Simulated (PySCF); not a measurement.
# trifluoroacetic acid (C2HF3O2): NMR shifts and spin-spin couplings

What NMR shifts and spin-spin couplings should trifluoroacetic acid (C2HF3O2) (`O=C(O)C(F)(F)F`) show?

Computed with PySCF 2.14.0, with density-fitted response routines of our own, on a single molecule in the gas phase. Atoms are numbered from 0 throughout.

## (1) Starting geometry

8 atoms, charge 0, multiplicity 1; geometry from: GFN2-xTB.

Bonds of the start (Å): O0–C1 1.19, C1–O2 1.32, C1–C3 1.56, C3–F4 1.33, C3–F5 1.34, C3–F6 1.34, O2–H7 0.97.

## (2) NMR shieldings: PBE0/pcSseg-1

The job: settings as JSON, then the geometry in Å.

```
{"job": {"kind": "nmr", "xc": "PBE0", "basis": "pcSseg-1"}, "charge": 0, "multiplicity": 1}
O      0.858191     1.288407    -0.852249
C      0.551921     0.323071    -0.226779
O      1.363061    -0.563207     0.312051
C     -0.925238    -0.075287     0.075966
F     -1.781700     0.791506    -0.455146
F     -1.206610    -1.284746    -0.418859
F     -1.149622    -0.117318     1.393097
H      2.299054    -0.353014     0.147353
```

Level: GIAO PBE0/pcSseg-1 NMR shielding, non-relativistic, gas phase.

Output:

```text
coarse grid: 8224 points
cycle   1  E = -525.8845225384  dE =  1.444e+00  |g| = 1.252e+00  |ddm| = 2.570e+00
cycle   2  E = -525.2527745349  dE =  6.317e-01  |g| = 2.308e+00  |ddm| = 1.948e+00
cycle   3  E = -526.1387775916  dE = -8.860e-01  |g| = 3.366e-01  |ddm| = 1.433e+00
cycle   4  E = -526.1561921652  dE = -1.741e-02  |g| = 1.351e-01  |ddm| = 2.568e-01
cycle   5  E = -526.1592716955  dE = -3.080e-03  |g| = 1.689e-02  |ddm| = 7.813e-02
cycle   6  E = -526.1593266870  dE = -5.499e-05  |g| = 4.815e-03  |ddm| = 1.380e-02
cycle   7  E = -526.1593311043  dE = -4.417e-06  |g| = 1.216e-03  |ddm| = 3.350e-03
final grid: 85016 points
cycle   8  E = -526.2394474550  dE = -2.551e-05  |g| = 1.115e-02  |ddm| = 1.656e-02
cycle   9  E = -526.2394031642  dE =  4.429e-05  |g| = 1.949e-02  |ddm| = 1.561e-02
cycle  10  E = -526.2394672305  dE = -6.407e-05  |g| = 2.312e-03  |ddm| = 1.076e-02
cycle  11  E = -526.2394681637  dE = -9.332e-07  |g| = 2.458e-04  |ddm| = 1.333e-03
cycle  12  E = -526.2394681736  dE = -9.938e-09  |g| = 5.612e-05  |ddm| = 1.514e-04
cycle  13  E = -526.2394681742  dE = -5.858e-10  |g| = 1.647e-05  |ddm| = 4.657e-05
converged SCF energy = -526.2394681742

GIAO shielding tensors (ppm)
atom      isotropic    diamagn.    paramagn.     s11        s22        s33       span
  0 O      -98.594     399.362    -497.956   -324.756   -261.357    290.332    615.088
  1 C       24.992     249.704    -224.712    -81.922     73.804     83.093    165.015
  2 O      140.473     391.562    -251.089     -9.102    184.193    246.329    255.430
  3 C       62.269     238.770    -176.501     46.553     60.731     79.522     32.968
  4 F      263.606     470.091    -206.485    187.611    260.715    342.491    154.880
  5 F      255.779     471.865    -216.086    174.590    246.332    346.417    171.827
  6 F      255.665     471.873    -216.208    174.462    246.186    346.347    171.885
  7 H       24.981      29.360      -4.379     19.669     21.600     33.673     14.004
```

Wall time 8.8 s (1 thread, shared host).

The references, computed at this level on geometries of the same kind, shield at (ppm): 1H TMS 31.72, 13C TMS 186.9, 19F CFCl3 170.9, 17O H2O 336.1. Their shielding less the atom's gives the shift. The references are single molecules in the gas phase, so shifts against H2O, NH3, PH3, H3PO4 or CFCl3 are not on the usual liquid scales and can be off by tens of ppm. Atoms listed in one row are averaged.

| atoms | environment | σ (ppm) | δ (ppm) | δ scaled to CDCl3 |
| --- | --- | --- | --- | --- |
| C1 | carboxylic acid carbon | 25.0 | 161.9 | 156.1 |
| C3 | CF3 carbon | 62.3 | 124.7 | 119.7 |
| H7 | hydrogen on an acid hydroxyl oxygen | 24.98 | 6.74 | – |
| O0 | carbonyl oxygen | -98.6 | 434.7 | – |
| O2 | acid hydroxyl oxygen | 140.5 | 195.6 | – |
| F4, F5, F6 | fluorine of a CF3 group | 258.3 | -87.4 | – |

The scaled column applies a straight-line fit of computed shieldings to shifts measured in CDCl3, and one for carbons that bear F (root-mean-square error 0.16 ppm for H, 1.9 ppm for C).

The run also stored atomic charges by several schemes (e):

| atoms | Mulliken | IAO | Hirshfeld | ESP fit |
| --- | --- | --- | --- | --- |
| O0 | -0.36 | -0.41 | -0.24 | -0.48 |
| C1 | 0.38 | 0.49 | 0.20 | 0.62 |
| O2 | -0.34 | -0.45 | -0.16 | -0.59 |
| C3 | 0.82 | 0.77 | 0.26 | 0.49 |
| F4, F5, F6 | -0.25 | -0.26 | -0.09 | -0.17 |

Mayer bond orders: O0–C1 2.02, C1–O2 1.18, C1–C3 0.85, C3–F4 1.04, C3–F5 1.01, C3–F6 1.01.

## (3) Spin-spin couplings: B3LYP/pcJ-1

Same as in step 2 but for these lines:

```diff
@@ -1,2 +1,2 @@
-{"job": {"kind": "nmr", "xc": "PBE0", "basis": "pcSseg-1"}, "charge": 0, "multiplicity": 1}
+{"job": {"kind": "j", "xc": "B3LYP", "basis": "pcJ-1"}, "charge": 0, "multiplicity": 1}
 O      0.858191     1.288407    -0.852249
```

With the program's defaults for keys left out, this is: B3LYP/pcJ-1 indirect spin-spin coupling, non-relativistic, gas phase.

Output:

```text
coarse grid: 8224 points
cycle   1  E = -526.4232104015  dE =  1.414e+00  |g| = 1.344e+00  |ddm| = 2.588e+00
cycle   2  E = -525.5663202226  dE =  8.569e-01  |g| = 2.640e+00  |ddm| = 2.108e+00
cycle   3  E = -526.6969700286  dE = -1.131e+00  |g| = 4.062e-01  |ddm| = 1.595e+00
cycle   4  E = -526.7208244237  dE = -2.385e-02  |g| = 1.798e-01  |ddm| = 3.076e-01
cycle   5  E = -526.7260985994  dE = -5.274e-03  |g| = 2.395e-02  |ddm| = 9.807e-02
cycle   6  E = -526.7262088837  dE = -1.103e-04  |g| = 6.282e-03  |ddm| = 1.917e-02
cycle   7  E = -526.7262161172  dE = -7.233e-06  |g| = 1.487e-03  |ddm| = 4.191e-03
final grid: 85016 points
cycle   8  E = -526.8051063441  dE = -2.135e-04  |g| = 7.364e-03  |ddm| = 1.328e-02
cycle   9  E = -526.8050880383  dE =  1.831e-05  |g| = 1.255e-02  |ddm| = 9.249e-03
cycle  10  E = -526.8051124188  dE = -2.438e-05  |g| = 2.174e-03  |ddm| = 7.037e-03
cycle  11  E = -526.8051130850  dE = -6.662e-07  |g| = 9.951e-04  |ddm| = 1.655e-03
cycle  12  E = -526.8051132344  dE = -1.494e-07  |g| = 1.503e-04  |ddm| = 5.050e-04
cycle  13  E = -526.8051132384  dE = -3.990e-09  |g| = 2.459e-05  |ddm| = 9.818e-05
cycle  14  E = -526.8051132385  dE = -7.094e-11  |g| = 1.201e-05  |ddm| = 1.677e-05
converged SCF energy = -526.8051132385

Indirect spin-spin couplings (Hz)
  i      j    bonds     total        FC       PSO       DSO        SD
  0 O    1 C    1     27.856    17.545    13.513    -0.125    -3.077
  0 O    2 O    2     -7.356    -0.847    -7.896    -0.038     1.425
  0 O    3 C    2     -6.491    -4.890    -0.746    -0.018    -0.836
  0 O    4 F    3     -0.881    -0.217     0.166    -0.025    -0.805
  0 O    5 F    3     -0.877    -0.770    -1.800     0.186     1.507
  0 O    6 F    3     -0.753    -0.781    -1.729     0.185     1.572
  0 O    7 H    3      2.265    -0.816     2.494     0.074     0.513
  1 C    2 O    1     31.862    24.527     7.132    -0.170     0.374
  1 C    3 C    1    112.825   111.970    -0.761     0.518     1.098
  1 C    4 F    2     48.557    46.460     0.307     0.236     1.554
  1 C    5 F    2     43.320    42.303    -0.376     0.272     1.121
  1 C    6 F    2     43.282    42.303    -0.397     0.273     1.103
  1 C    7 H    2     -5.355    -3.765    -0.953    -0.494    -0.142
  2 O    3 C    2    -30.870   -30.778    -0.090    -0.062     0.059
  2 O    4 F    3     -8.162    -5.348    -2.175     0.219    -0.858
  2 O    5 F    3      3.059     1.982     0.772    -0.050     0.356
  2 O    6 F    3      3.022     1.951     0.752    -0.049     0.367
  2 O    7 H    1    -83.132   -73.118    -9.582    -0.398    -0.033
  3 C    4 F    1   -357.380  -324.028   -42.222     1.450     7.420
  3 C    5 F    1   -367.174  -340.414   -36.958     1.455     8.744
  3 C    6 F    1   -366.976  -340.273   -36.914     1.455     8.757
  3 C    7 H    3     13.206    13.139     0.563    -0.540     0.043
  4 F    5 F    2     52.499    37.433   -35.311    -0.375    50.752
  4 F    6 F    2     53.083    37.788   -35.176    -0.374    50.845
  4 F    7 H    4      5.972     5.815     2.146    -2.105     0.116
  5 F    6 F    2     99.662    43.955    -4.306    -0.336    60.348
  5 F    7 H    4     -0.718    -0.948     2.182    -2.008     0.056
  6 F    7 H    4     -0.695    -0.924     2.178    -2.005     0.056
```

Run time: 29 s. Hardware: 1 thread, shared host.

A choice of the couplings up to four bonds, sorted by the number of bonds, with means over like pairs; isotopes 13C, 19F, 1H, 17O:

| pair | bonds | J (Hz) | Fermi contact (Hz) | dihedral (°) |
| --- | --- | --- | --- | --- |
| C3–F4 | 1 | -363.8 | -334.9 | – |
| C1–C3 | 1 | 112.8 | 112.0 | – |
| O2–H7 | 1 | -83.1 | -73.1 | – |
| C1–O2 | 1 | 31.9 | 24.5 | – |
| O0–C1 | 1 | 27.9 | 17.5 | – |
| F4–F5 | 2 | 68.4 | 39.7 | – |
| C1–F4 | 2 | 45.1 | 43.7 | – |
| O2–C3 | 2 | -30.9 | -30.8 | – |
| O0–O2 | 2 | -7.4 | -0.8 | – |
| O0–C3 | 2 | -6.5 | -4.9 | – |
| C1–H7 | 2 | -5.4 | -3.8 | – |
| C3–H7 | 3 | 13.2 | 13.1 | -180 |
| O0–H7 | 3 | 2.3 | -0.8 | 0 |
| F4–H7 | 4 | 1.5 | 1.3 | – |

Quadrupole couplings from the field gradients of the same density:

| atom | isotope | eQq/h (MHz) | η |
| --- | --- | --- | --- |
| O2 | 17O | -9.881 | 0.37 |
| O0 | 17O | 9.827 | 0.31 |

Joined with the shifts from before (PBE0/pcSseg-1, scaled to CDCl3 for protons on carbon, raw for the others), the couplings predict the line list below for 600 MHz. H–H couplings in it are scaled by factors fitted to measured ones, so they differ from the table.

1H NMR δ 6.74 (br s, 1H).

## (4) Results

| quantity | value |
| --- | --- |
| 13C shifts against TMS (PBE0/pcSseg-1) | 161.9, 124.7 ppm |
| 1H shifts against TMS (PBE0/pcSseg-1) | 6.74 ppm |
| 17O shifts against H2O (PBE0/pcSseg-1) | 434.7, 195.6 ppm |
| 19F shifts against CFCl3 (PBE0/pcSseg-1, means over atoms taken as alike) | -87.4 ppm |
| largest coupling of the table (B3LYP/pcJ-1) | 1J(C,F) C3–F4, -363.8 Hz |

**Reading.** At PBE0/pcSseg-1: Shielding is most anisotropic at O0 (span 615 ppm, paramagnetic term -498 ppm). In the run at B3LYP/pcJ-1, the largest coupling of the table is C3–F4 (mean over like pairs), -363.8 Hz, of which the Fermi-contact term gives -334.9 Hz. Density functionals describe couplings to fluorine poorly, F–F couplings above all, so those rows are rough. The acid proton is that of the lone molecule; in solution hydrogen bonds move it to about 10 to 13 ppm.
